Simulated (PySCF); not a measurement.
# InCl: relaxation and vibrations of the singlet

Where does singlet InCl go from a linear start, is the end point a minimum, and what are its modes, charges and moments?

Method: PBE0, basis In def2-TZVP with ECP28, Cl def2-TZVP, scalar-relativistic core potentials, no spin–orbit coupling, density fitting; program: PySCF 2.14.0.

### 1 The starting structure

2 atoms, charge 0, spin multiplicity 1.

Bond lengths: In1–Cl2 2.531 Å.

Coordinates in bohr (charge 0 multiplicity 1):
```
In    0.0000    0.0000    0.0000
Cl    0.0000    0.0000    4.7829
```

### 2 First SCF at the start

One driver script runs all steps and calls PySCF; scf.py shows how it sets up the SCF of each step. The optimiser is the driver's own. After this first run the driver tries any further starts and a stability analysis.

Contents of scf.py:

```python
from pyscf import gto, scf, dft
mol = gto.M(atom='''
In     0.000000     0.000000     0.000000
Cl     0.000000     0.000000     2.531000''',
    basis={'In': 'def2-TZVP', 'Cl': 'def2-TZVP'},
    ecp={'In': 'def2-TZVP'},
    charge=0, spin=0)
mf = dft.RKS(mol, xc='PBE0')
mf.grids.atom_grid = (50, 194)
aux = {'In': 'def2-universal-JKFIT', 'Cl': 'def2-universal-JKFIT'}
mf = mf.density_fit(auxbasis=aux)
mf.conv_tol = 1e-08
mf.diis_space = 10
mf.max_cycle = 60
mf.init_guess = 'minao'
mf.verbose = 4
mf.kernel()
```

Started as:

```console
> OMP_NUM_THREADS=2 python axn.py task.json out
```

The program printed:

```text
init E= -617.506595993561
  HOMO = -0.606456017680171  LUMO = -0.465548799501463  gap/eV = 3.83428
cycle= 1 E= -649.664510220911  delta_E= -32.2  |g|= 1.79  |ddm|= 43.9
  HOMO = -0.146691115992856  LUMO = 0.0135488174548974  gap/eV = 4.36035
cycle= 2 E= -649.526275581761  delta_E= 0.138  |g|= 2.27  |ddm|= 7.81
  HOMO = -0.253233493829907  LUMO = -0.0601775921336936  gap/eV = 5.25332
cycle= 3 E= -650.276408939919  delta_E= -0.75  |g|= 0.0777  |ddm|= 2.92
  HOMO = -0.274288110838903  LUMO = -0.0705961345928528  gap/eV = 5.54274
cycle= 4 E= -650.276706259897  delta_E= -0.000297  |g|= 0.06  |ddm|= 0.128
  HOMO = -0.269970913058073  LUMO = -0.0716496261487818  gap/eV = 5.39660
cycle= 5 E= -650.277421628175  delta_E= -0.000715  |g|= 0.00868  |ddm|= 0.0558
  HOMO = -0.270529917520743  LUMO = -0.071234798261842  gap/eV = 5.42310
cycle= 6 E= -650.277445616235  delta_E= -2.4e-05  |g|= 0.00233  |ddm|= 0.0127
  HOMO = -0.270487099471424  LUMO = -0.071258286177127  gap/eV = 5.42129
cycle= 7 E= -650.277446705901  delta_E= -1.09e-06  |g|= 0.00062  |ddm|= 0.00303
  HOMO = -0.270513040105733  LUMO = -0.0712990945615881  gap/eV = 5.42089
cycle= 8 E= -650.27744679475  delta_E= -8.88e-08  |g|= 9.19e-05  |ddm|= 0.000516
  HOMO = -0.270508502646888  LUMO = -0.0713018553756369  gap/eV = 5.42069
cycle= 9 E= -650.277446797198  delta_E= -2.45e-09  |g|= 2.82e-05  |ddm|= 0.000191
  HOMO = -0.270512247309902  LUMO = -0.0713005917457925  gap/eV = 5.42083
Extra cycle  E= -650.27744679712  delta_E= 7.84e-11  |g|= 3.45e-05  |ddm|= 6.25e-05
converged SCF energy = -650.27744679712
```

This step, with its further starts and checks, needed 2.4 s of wall time on 2 threads of Arm Neoverse V2, shared host.

No lower closed-shell solution turned up in the test of internal stability.

### 3 Relaxation: linear start, singlet

The program finds C∞v symmetry in the start, which this walk keeps.

scf.py, as its differences from that of step 2:

```diff
@@ -3,2 +3,2 @@
-In     0.000000     0.000000     0.000000
-Cl     0.000000     0.000000     2.531000''',
+In     0.000000     0.000000    -0.590542
+Cl     0.000000     0.000000     1.940458''',
@@ -15 +14,0 @@
-mf.init_guess = 'minao'
```

Energy and gradient, step by step:

| step | energy (Eh) | change (kJ/mol) | largest symmetric gradient (Eh/bohr) |
| --- | --- | --- | --- |
| 0 | -650.277447 | 0.00 | 0.01745 |
| 1 | -650.279203 | -4.61 | 0.00792 |
| 2 | -650.279521 | -5.45 | 0.00269 |
| 3 | -650.279555 | -5.54 | 0.00025 |
| 4 | -650.279556 | -5.54 | 0.00001 |

The walk took 3.9 s.

Geometry (Å) and forces (eV/Å) at some steps:

```
step 0
In   0.000   0.000  -0.591   0.000   0.000   0.897
Cl   0.000   0.000   1.940   0.000   0.000  -0.897
step 1
In   0.000   0.000  -0.555   0.000   0.000   0.407
Cl   0.000   0.000   1.905   0.000   0.000  -0.407
step 2
In   0.000   0.000  -0.525   0.000   0.000  -0.138
Cl   0.000   0.000   1.875   0.000   0.000   0.138
step 3
In   0.000   0.000  -0.532   0.000   0.000   0.013
Cl   0.000   0.000   1.882   0.000   0.000  -0.013
step 4
In   0.000   0.000  -0.532   0.000   0.000   0.000
Cl   0.000   0.000   1.882   0.000   0.000   0.000
```

After 4 steps and 5.5 kJ/mol it ends at C∞v: In–Cl 2.414 Å.

### 4 Hessian and properties

The point is checked on the finer grid, and tightened if its gradient asks for it. The Hessian and the dipole derivatives come from central differences of analytic gradients, with steps of 0.02 bohr.

scf.py, as its differences from that of step 3:

```diff
@@ -3,2 +3,2 @@
-In     0.000000     0.000000    -0.590542
-Cl     0.000000     0.000000     1.940458''',
+In     0.000000    -0.000000    -0.563137
+Cl     0.000000     0.000000     1.850408''',
@@ -9 +9 @@
-mf.grids.atom_grid = (50, 194)
+mf.grids.atom_grid = (75, 302)
@@ -12 +12 @@
-mf.conv_tol = 1e-08
+mf.conv_tol = 1e-10
```

The driver hands on the density of the step before, so the log starts near convergence.

Log of the central SCF (cycles and frontier levels):

```text
init E= -650.279567214886
  HOMO = -0.266985670656713  LUMO = -0.0657508035131351  gap/eV = 5.47588
cycle= 1 E= -650.279567214884  delta_E= 1.82e-12  |g|= 1.36e-06  |ddm|= 2.64e-06
  HOMO = -0.266985695945828  LUMO = -0.0657506652066063  gap/eV = 5.47588
Extra cycle  E= -650.279567214884  delta_E= 2.27e-13  |g|= 1.75e-06  |ddm|= 3.41e-06
converged SCF energy = -650.279567214884
```

The whole step took 7 s.

Geometry: C∞v; In–Cl 2.414 Å.

Harmonic modes (main isotopes):

```csv
symmetry,ω (cm⁻¹),IR (km/mol),type
σ+,314,81.5,stretch
```

All wavenumbers are real: a minimum.

Constants and moments:

```
Dipole moment                                                   : 3.47 D
Highest occupied level                                          : -7.27 eV
Lowest empty level                                              : -1.79 eV
Rotational constants                                            : 0.1079 cm⁻¹
Zero-point energy                                               : 1.9 kJ/mol
Principal polarisabilities                                      : 44.0, 44.0, 69.9 bohr³
Atomisation energy without zero-point energy                    : 441 kJ/mol
Principal traceless quadrupole moments about the centre of mass : -8.51, 4.26, 4.26 D Å
Entropy at 298.15 K and 1 bar                                   : 248.1 J/(mol K)
Heat capacity Cp at 298.15 K                                    : 36.0 J/(mol K)
Enthalpy at 298.15 K above 0 K                                  : 9.73 kJ/mol
Rotational symmetry number                                      : 1
```

Populations by atom (charges in e):

```json
{"atom": "In1", "Mulliken": "0.46", "Löwdin": "0.07", "polar tensor": "0.70", "Mayer order to In1": "–"}
{"atom": "Cl2", "Mulliken": "-0.46", "Löwdin": "-0.07", "polar tensor": "-0.70", "Mayer order to In1": "0.93"}
```

Mulliken populations on In1 (outside its core potential): s 3.93, p 6.52, d 10.07, f 0.02.

### 5 Results

| quantity | value |
| --- | --- |
| minimum | singlet, C∞v |
| geometry | In–Cl 2.414 Å |
| wavenumbers (cm⁻¹) | 314 (σ+) |
| dipole moment | 3.47 D |
| highest occupied, lowest empty level | -7.27, -1.79 eV |
| polar-tensor charge of In1 | +0.70 e |
| zero-point energy | 1.9 kJ/mol |
| entropy at 298.15 K | 248.1 J/(mol K) |
| atomisation energy (no zero-point energy) | 441 kJ/mol |

What this shows: The linear start keeps its C∞v symmetry and ends in a minimum. In the infrared the band at 314 cm⁻¹ (σ+, stretch) leads. Other starts or spin states, not run here, may lie lower.

The search up to here took 13 s.
